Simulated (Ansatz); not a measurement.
# GaAs4: the cost of one run

Computed with Ansatz 0.2.0 (DFT PBE, scalar-relativistic, plane waves, PAW, unless a step's input says otherwise).

1 further run of the same task is left out (it didn't finish).

### 1 The structure to begin with

The structure is hexagonal, space group P6/mmm (No. 191). Conventional cell: a = 4.502 Å, b = 4.502 Å, c = 6.823 Å, α = 90.00°, β = 90.00°, γ = 120.00°. Ga (site symmetry 6/mmm) has 2 As at 3.41 Å in its first shell of neighbours. As (site symmetry mmm) is surrounded by 6 As at 2.25 Å. As (site symmetry 6/mmm) has 6 As at 2.25 Å in its first shell of neighbours.

Coordinates:

```xyz
5
Lattice="4.5024 0.0000 0.0000 -2.2512 3.8992 0.0000 0.0000 0.0000 6.8230" Properties=species:S:1:pos:R:3 pbc="T T T"
Ga    0.0000    0.0000    3.4115
As    2.2512    0.0000    0.0000
As   -1.1256    1.9496    0.0000
As    1.1256    1.9496    0.0000
As    0.0000    0.0000    0.0000
```

Recipe of the guess: random cell by space group and Wyckoff sites (P6/mmm, No. 191). Lengths come from tabulated atomic sizes and are only a guess.

### 2 A first look at the guess

File input.yaml:

```yaml
crystal:
  lattice:
    - [4.5024249, 0.0, 0.0]
    - [-2.25121245, 3.89921435, 0.0]
    - [0.0, 0.0, 6.82303167]
  atoms:
    - { symbol: Ga, position: [0.0, 0.0, 0.5] }
    - { symbol: As, position: [0.5, 0.0, 0.0] }
    - { symbol: As, position: [0.0, 0.5, 0.0] }
    - { symbol: As, position: [0.5, 0.5, 0.0] }
    - { symbol: As, position: [0.0, 0.0, 0.0] }
basis:
  ecutwfc: 420
kpoints:
  mp_grid: { grid: [6, 6, 4] }
hamiltonian:
  xc: pbe
scf:
  occupations: { method: gaussian, width: 0.1 }
  lower_state_search: "off"
output:
  forces: true
  stress: true
  eigenvalues: true
```

Run with:

```sh
$ ansatz run input.yaml --threads 1 --pin off --max-ram 2560MiB --backend cpu --events-out ev --progress --plain --runs-dir out
```

Q: Estimate wall time and peak memory on 1 thread of Intel Xeon at 2.50GHz (Skylake/Cascade Lake), shared host.

About 11 s, with a peak of 0.44 GiB.
